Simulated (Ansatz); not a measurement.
# CH5FN2OSi: a ladder of functionals and wavefunction methods

Aim: compute CH5FN2OSi with functionals from several rungs and with coupled cluster, and see how far each lands from CCSD(T) at the basis-set limit for the atomisation energy.

The runs use Ansatz 0.2.0, Gaussian basis; functionals in def2-TZVPP, the program's frozen cores in correlated methods.

The runs, in order: LDA (SPW92), PBE-D4, revPBE-D4, BLYP-D4, r2SCAN-D4, B97M-V, PBE0-D4, B3LYP-D4, r2SCANh-D4, r2SCAN0-D4, HSE06-D4, BHLYP-D4, CAM-B3LYP-D4, LC-ωPBE, ωB97X-V, ωB97M-V, B2PLYP, PBE-QIDH; CCSD(T)/def2-SVP; CCSD(T)/def2-TZVPP; MP2/def2-QZVPP; extrapolation to the limit; RPA on PBE.

## (1) The geometry

The geometry comes from an earlier relaxation with PBE0-D4 in a triple-zeta def2 set; it is a stationary point, not always the lowest conformer.

SMILES `N=C[Si](N)(O)F`, 11 atoms, charge 0, spin multiplicity 1.

Atoms are counted from 1 here; the program's logs count them from 0.

Bond lengths: N1–C2 1.273 Å, N1–H7 1.021 Å, C2–Si3 1.885 Å, C2–H8 1.099 Å, Si3–N4 1.687 Å, Si3–O5 1.622 Å, Si3–F6 1.596 Å, N4–H9 1.005 Å, N4–H10 1.005 Å, O5–H11 0.968 Å. Angles: C2–N1–H7 112.7°, N1–C2–Si3 115.4°, N1–C2–H8 121.8°, Si3–C2–H8 122.8°, C2–Si3–N4 116.7°, C2–Si3–O5 103.9°, C2–Si3–F6 105.4°, N4–Si3–O5 110.8°, N4–Si3–F6 106.0°, O5–Si3–F6 114.3°, Si3–N4–H9 122.0°, Si3–N4–H10 123.1°, H9–N4–H10 113.3°, Si3–O5–H11 110.4°.

As a file:

```xyz
11
CH5FN2OSi
N     0.00732   -1.23579   -1.69962
C     0.73490   -0.73420   -0.78353
Si   -0.05887    0.65714    0.20973
N    -0.11854    0.45360    1.88323
O    -1.55356    0.77454   -0.41022
F     0.86009    1.93695   -0.04417
H     0.47722   -1.98433   -2.21174
H     1.75526   -1.09524   -0.59197
H    -0.92285    0.06695    2.34463
H     0.52583    0.89747    2.51316
H    -1.64151    0.20591   -1.18880
```

## (2) LDA

This LDA is Slater exchange with PW92 correlation.

in.yaml

```yaml
crystal:
  periodic: [false, false, false]
  atoms:
    - {symbol: N, position_ang: [0.007319, -1.235786, -1.699621]}
    - {symbol: C, position_ang: [0.734896, -0.734203, -0.783530]}
    - {symbol: Si, position_ang: [-0.058870, 0.657138, 0.209726]}
    - {symbol: N, position_ang: [-0.118537, 0.453597, 1.883226]}
    - {symbol: O, position_ang: [-1.553556, 0.774541, -0.410219]}
    - {symbol: F, position_ang: [0.860093, 1.936953, -0.044165]}
    - {symbol: H, position_ang: [0.477222, -1.984327, -2.211736]}
    - {symbol: H, position_ang: [1.755258, -1.095243, -0.591969]}
    - {symbol: H, position_ang: [-0.922845, 0.066953, 2.344630]}
    - {symbol: H, position_ang: [0.525826, 0.897470, 2.513157]}
    - {symbol: H, position_ang: [-1.641507, 0.205907, -1.188798]}
basis:
  gaussian: {orbitals: def2-TZVPP}
hamiltonian: {xc: lda}
output: {orbitals: {seedname: orbitals}}
```

The run is started by

```sh
$ ansatz run in.yaml --threads 4 --pin off --events-out ev --progress --plain --max-ram 10444MiB
```

Further steps of the session: PBE-D4 (GGA); revPBE-D4 (GGA); BLYP-D4 (GGA); r2SCAN-D4 (meta-GGA); B97M-V (meta-GGA); PBE0-D4 (hybrid); B3LYP-D4 (hybrid); r2SCANh-D4 (hybrid); r2SCAN0-D4 (hybrid); HSE06-D4 (hybrid); BHLYP-D4 (hybrid); CAM-B3LYP-D4 (range-separated); LC-ωPBE (range-separated); ωB97X-V (range-separated); ωB97M-V (range-separated); B2PLYP (double hybrid); PBE-QIDH (double hybrid); CCSD(T) in def2-SVP; CCSD(T) in def2-TZVPP; MP2 in def2-QZVPP; RPA on PBE orbitals.

**Question.** What will the summary of the whole plan be? Wanted: atomisation energy, CCSD(T)/CBS; farthest beyond LDA; mean size of error, GGA; mean size of error, meta-GGA; mean size of error, hybrid; mean size of error, range-separated; mean size of error, double hybrid; gap, smallest and largest; T1 diagnostic.

**Answer**, as computed:

| quantity | value |
| --- | --- |
| atomisation energy, CCSD(T)/CBS | 4418.7 kJ/mol |
| functionals within 22.1 kJ/mol (0.5 %) | BLYP-D4, B97M-V, B3LYP-D4, CAM-B3LYP-D4, ωB97X-V, ωB97M-V |
| farthest beyond LDA | BHLYP-D4 (-189.6 kJ/mol) |
| mean size of error, GGA | 50.7 kJ/mol |
| mean size of error, meta-GGA | 23.1 kJ/mol |
| mean size of error, hybrid | 77.3 kJ/mol |
| mean size of error, range-separated | 15.5 kJ/mol |
| mean size of error, double hybrid | 66.2 kJ/mol |
| gap, smallest and largest | 3.77 eV (LDA (SPW92)), 11.71 eV (LC-ωPBE) |
| T1 diagnostic | 0.0120 |
| triples share of the correlation energy | 3.7 % |

What this shows: The LDA atomisation energy is off by 684.7 kJ/mol (15 %): it overbinds. PBE-D4 misses by +93.7 kJ/mol. Double hybrids carry the basis error of their MP2 part in triple zeta, and no dispersion term here, so their miss is partly the set-up's. By mean error the best rung here is range-separated (15.5 kJ/mol) and the worst beyond LDA is hybrid (77.3 kJ/mol). double hybrid functionals lie within the reference's doubt of that worst mean (66.2 kJ/mol), so those two tie. The gap between the best rungs is small, so their order is not settled. The mean of the hybrids holds BHLYP, with half exact exchange. The reference freezes the cores and leaves out relativity and excitations past (T), so misses under about 22.1 kJ/mol can't be ranked. Hartree-Fock recovers 68 % of the binding; the rest is correlation. CCSD(T) in def2-SVP is off by -377.1 kJ/mol, worse than the median functional, from the basis alone. Orbital gaps span 3.8 to 11.7 eV; exact exchange widens them.
